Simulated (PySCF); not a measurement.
# [WO3(OH)]−: structure and properties

What shape and bonds does [WO3(OH)]− have? It is relaxed from a template within its point group. It is a constructed species; whether it can be made isn't addressed.

The runs use PySCF 2.14.0; r2SCAN, W def2-SVP with ECP60, O def2-SVP, H def2-SVP; scalar-relativistic core potentials, no spin–orbit coupling.

4 further runs of the same task are left out: 2 for a known fault of the program, 1 that didn't finish, 1 set aside as unsound or not needed.

## (1) Where the work starts

6 atoms, charge -1, spin multiplicity 1.

Bond lengths: W1–O2 1.510 Å, W1–O3 1.510 Å, W1–O4 1.510 Å, W1–O5 1.795 Å, O5–H6 0.966 Å. Angles: O2–W1–O3 109.5°, O2–W1–O4 109.5°, O2–W1–O5 109.5°, O3–W1–O4 109.5°, O3–W1–O5 109.5°, O4–W1–O5 109.5°, W1–O5–H6 158.7°.

Geometry (Å):

```xyz
6
HO4W
W     0.0000    0.0000    0.0000
O     0.8716    0.8716    0.8716
O    -0.8716   -0.8716    0.8716
O     0.8716   -0.8716   -0.8716
O    -1.0365    1.0365   -1.0365
H    -1.6990    1.6990   -1.2703
```

Formal oxidation states: W +6.

## (2) SCF at the start, singlet

The input, run.py (the lines that set the calculation):

```python
mol = gto.M(atom='''
W      0.00000     0.00000     0.00000
O      0.87160     0.87160     0.87160
O     -0.87160    -0.87160     0.87160
O      0.87160    -0.87160    -0.87160
O     -1.03650     1.03650    -1.03650
H     -1.69900     1.69900    -1.27030''',
    basis={'W': 'def2-SVP', 'O': 'def2-SVP', 'H': 'def2-SVP'},
    ecp={'W': 'def2-SVP'},
    charge=-1, spin=0)
mf = dft.RKS(mol, xc='R2SCAN')
mf.grids.atom_grid = (50, 194)
mf = mf.density_fit()  # fitting sets: W def2-universal-JKFIT, O def2-universal-JKFIT, H def2-universal-JKFIT
mf.conv_tol = 1e-08; mf.max_cycle = 55
mf.kernel(dm0)  # dm0: free metal ions and neutral atoms
```

Run with:

```bash
$ OMP_NUM_THREADS=2 python run.py
```

Output:

```text
init E= -382.486409628522
  HOMO = 0.0744680238820433  LUMO = 0.221245656323813  gap/eV = 3.99402
cycle= 1 E= -367.737217052007  delta_E= 14.7  |g|= 1.65  |ddm|=  4.3
  HOMO = -0.162261151099386  LUMO = 0.0685869480147687  gap/eV = 6.28170
cycle= 2 E= -367.162320274092  delta_E= 0.575  |g|=  2.4  |ddm|= 2.84
  HOMO = -0.0263887705085606  LUMO = 0.15932819834492  gap/eV = 5.05362
cycle= 3 E= -368.19311500931  delta_E= -1.03  |g|= 0.342  |ddm|= 1.72
  HOMO = -0.0248005418299971  LUMO = 0.1862676126362  gap/eV = 5.74346
cycle= 4 E= -368.206207872572  delta_E= -0.0131  |g|= 0.248  |ddm|= 0.503
  HOMO = -0.0178445121744611  LUMO = 0.183930390263747  gap/eV = 5.49057
cycle= 5 E= -368.21700806856  delta_E= -0.0108  |g|= 0.0455  |ddm|= 0.188
  HOMO = -0.0237394531641352  LUMO = 0.183262911525411  gap/eV = 5.63282
cycle= 6 E= -368.217374059901  delta_E= -0.000366  |g|= 0.012  |ddm|= 0.0598
  HOMO = -0.0225334328677294  LUMO = 0.182768208406852  gap/eV = 5.58654
cycle= 7 E= -368.217405378882  delta_E= -3.13e-05  |g|= 0.00367  |ddm|= 0.0136
  HOMO = -0.0224641854422091  LUMO = 0.182715126786306  gap/eV = 5.58321
cycle= 8 E= -368.21740695692  delta_E= -1.58e-06  |g|= 0.00223  |ddm|= 0.00417
  HOMO = -0.0225632636087424  LUMO = 0.182703159798486  gap/eV = 5.58558
cycle= 9 E= -368.217407897142  delta_E= -9.4e-07  |g|= 0.0001  |ddm|= 0.00173
  HOMO = -0.0225668011218476  LUMO = 0.18270437084448  gap/eV = 5.58571
cycle= 10 E= -368.217407898846  delta_E= -1.7e-09  |g|= 2.73e-05  |ddm|= 0.000106
  HOMO = -0.0225690704314618  LUMO = 0.182705646309042  gap/eV = 5.58581
Extra cycle  E= -368.217407898862  delta_E= -1.59e-11  |g|= 2.6e-05  |ddm|= 4.46e-05
converged SCF energy = -368.217407898862
```

Run time: 3.5 s. Hardware: 2 threads of Arm Neoverse V1, shared host; peak memory 0.44 GiB.

Read off: E = -368.217408 Eh, HOMO -0.61 eV, LUMO 4.97 eV, Mulliken charge on W1 +0.76 e. 

## (3) Relaxation, singlet

Steps are kept in the start's point group, Cs.

The input, run.py (the lines that set the calculation):

```python
mol = gto.M(atom='''
W      0.01747    -0.01747     0.01574
O      0.88907     0.85413     0.88734
O     -0.85413    -0.88907     0.88734
O      0.88907    -0.88907    -0.85586
O     -1.01903     1.01903    -1.02076
H     -1.68153     1.68153    -1.25456''',
    basis={'W': 'def2-SVP', 'O': 'def2-SVP', 'H': 'def2-SVP'},
    ecp={'W': 'def2-SVP'},
    charge=-1, spin=0)
mf = dft.RKS(mol, xc='R2SCAN')
mf.grids.atom_grid = (50, 194)
mf = mf.density_fit()  # fitting sets: W def2-universal-JKFIT, O def2-universal-JKFIT, H def2-universal-JKFIT
mf.conv_tol = 1e-08; mf.max_cycle = 55
mf.kernel(dm0)  # dm0: an SCF of this state at this start
# quasi-Newton relaxation in Cartesian coordinates to a largest gradient under 0.00045 Eh/bohr, steps kept in the point group
```

Run with:

```bash
$ OMP_NUM_THREADS=2 python run.py
```

No log is kept here; the results follow.

Run time: 55 s. Hardware: 2 threads of Arm Neoverse V1, shared host.

Relaxation path:

```
step  energy from step 1 (eV)  largest force component (eV/Å)
   1                   0.0000                         15.2534
   2                  -7.7592                          3.5547
   3                  -8.2265                          0.6442
   4                  -8.2467                          0.4809
   5                  -8.2793                          0.5311
   6                  -8.3005                          0.6154
   7                  -8.3458                          0.6033
   8                  -8.3765                          0.3715
   9                  -8.3769                          0.8179
  10                  -8.3946                          0.0978
  11                  -8.3979                          0.0962
  12                  -8.4010                          0.0813
  13                  -8.4011                          0.0296
  14                  -8.4012                          0.0060
```

Distances of close pairs at the start and the end, largest changes first:

```
 bond  before (Å)  after (Å)  change (Å)
W1–O2       1.510      1.759      +0.249
W1–O3       1.510      1.759      +0.249
W1–O4       1.510      1.758      +0.248
W1–O5       1.795      1.956      +0.161
O5–H6       0.966      0.966      -0.000
```

It ends in Cs at E = -368.526146 Eh.

```
W     0.0084   -0.0084   -0.0601
O     0.9412    1.0788    0.9606
O    -1.0788   -0.9412    0.9606
O     1.0774   -1.0774   -0.9564
O    -1.0448    1.0448   -1.3286
H    -1.6624    1.6624   -0.9170
```

## (4) Properties on a finer grid

The input, run.py (the lines that set the calculation):

```python
mol = gto.M(atom='''
W      0.00837    -0.00837    -0.06006
O      0.94117     1.07881     0.96064
O     -1.07881    -0.94117     0.96064
O      1.07740    -1.07740    -0.95640
O     -1.04477     1.04477    -1.32856
H     -1.66242     1.66242    -0.91704''',
    basis={'W': 'def2-SVP', 'O': 'def2-SVP', 'H': 'def2-SVP'},
    ecp={'W': 'def2-SVP'},
    charge=-1, spin=0)
mf = dft.RKS(mol, xc='R2SCAN')
mf.grids.atom_grid = (75, 302)
mf = mf.density_fit()  # fitting sets: W def2-universal-JKFIT, O def2-universal-JKFIT, H def2-universal-JKFIT
mf.conv_tol = 1e-09; mf.max_cycle = 55
mf.kernel(dm0)  # dm0: the density of the relaxed state
```

Run with:

```bash
$ OMP_NUM_THREADS=2 python run.py
```

Output:

```text
init E= -368.526892171916
  HOMO = -0.0550296544544794  LUMO = 0.144475596298284  gap/eV = 5.42881
cycle= 1 E= -368.526892235072  delta_E= -6.32e-08  |g|= 0.00126  |ddm|= 0.00424
  HOMO = -0.0548335839447396  LUMO = 0.144439682556955  gap/eV = 5.42250
cycle= 2 E= -368.526888702363  delta_E= 3.53e-06  |g|= 0.00437  |ddm|= 0.00375
  HOMO = -0.0549484610507425  LUMO = 0.1445109436155  gap/eV = 5.42757
cycle= 3 E= -368.526892522381  delta_E= -3.82e-06  |g|= 0.000291  |ddm|= 0.00307
  HOMO = -0.0549637607190874  LUMO = 0.144494730322199  gap/eV = 5.42754
cycle= 4 E= -368.526892536978  delta_E= -1.46e-08  |g|= 0.000123  |ddm|= 0.000267
  HOMO = -0.0549658757604726  LUMO = 0.144487975098536  gap/eV = 5.42742
cycle= 5 E= -368.526892540045  delta_E= -3.07e-09  |g|= 3.48e-05  |ddm|= 0.000108
  HOMO = -0.0549672942439305  LUMO = 0.144487619438328  gap/eV = 5.42744
cycle= 6 E= -368.526892540243  delta_E= -1.98e-10  |g|= 1.03e-05  |ddm|= 3.04e-05
  HOMO = -0.0549651954221418  LUMO = 0.144488562987282  gap/eV = 5.42741
Extra cycle  E= -368.526892540105  delta_E= 1.38e-10  |g|= 2.84e-05  |ddm|= 2.91e-05
converged SCF energy = -368.526892540105
```

Run time: 22 s. Hardware: 2 threads of Arm Neoverse V1, shared host.

Result: E = -368.526893 Eh, HOMO -1.50 eV, LUMO 3.93 eV, Mulliken charge on W1 +0.89 e, largest force component 0.032 eV/Å. 

Löwdin charges:

```
atom  value (e)
  W1       0.09
  O2      -0.32
  O3      -0.32
  O4      -0.31
  O5      -0.24
  H6       0.09
```

Mulliken charges: W1 +0.89, O2 -0.52, O3 -0.52, O4 -0.52, O5 -0.52, H6 +0.20 e.

Contacts (the nearest donor of each ligand) and Mayer bond orders:

```csv
contact,distance (Å),bond order
W1–O2 (O),1.759,1.93
W1–O3 (O),1.759,1.93
W1–O4 (O),1.758,1.93
W1–O5 (OH),1.956,0.96
```

Mulliken populations of W1 outside the core potential: s 2.42, p 6.45, d 4.03, f 0.22.

Orbitals, density, ELF and potential are computed afterwards from the orbital file.

Frontier orbitals at r2SCAN, with the share of their density that lies nearest to each atom:

```csv
orbital,energy (eV),lies on
HOMO,-1.50,"O2, O3, O4 about 33 % each"
LUMO,3.93,"W1 50 %; O4 15 %; O2, O3 about 10 % each"
```

ELF in a plane through or near 4 of the atoms.

Ten even steps from '0' (0.00) to '9' (0.98):
```
0000000000000000000000000000
0000000000000000000000000000
0000000000000000000000000000
0000000000000000000000000000
0000000000000000000000000000
0000000000000000000000000000
0000000000111000000000000000
0000000000111100001243100000
0000000000356641126888700000
0000000001673772458998720000
0000002332573673776997510000
0000024677446635731773100000
0000035885663114778872000000
0000046861586201478762000000
0000025788875200134430000000
0000013677764100011100000000
0000001234432000000000000000
0000000001100000000000000000
0000000000000000000000000000
0000000000000000000000000000
```
The map spans 9.3 Å across and 8.0 Å up, centred on the molecule. Atoms in the plane (x, y in Å): W1 (-0.5, 0.0), O4 (-1.5, -1.4), O5 (1.4, -0.6), H6 (2.1, 0.1).

On the surface of density 0.002 e/bohr³ the electrostatic potential runs, from the 1st to the 99th percentile, from -5.71 V near O4 to -1.86 V near H6.

## (5) Summary of results

| quantity | value |
| --- | --- |
| state and point group | singlet, Cs |
| metal–ligand contacts | 1.76 to 1.96 Å |
| frontier levels | HOMO -1.50 eV, LUMO 3.93 eV |
| dipole about the centre of mass | 3.28 D |
| mean polarisability | 6.8 Å³ |

What this shows: The metal carries +0.09 e by Löwdin's partition against a formal +6, and bond orders to the nearest donors reach 1.93. Both measures hang on the basis. No vibrations are shown for the final structure, so this session doesn't show it to be a minimum. One start shape was tried, so another isomer may lie lower. These are double-zeta-type bases without diffuse functions. Spin–orbit coupling is left out.
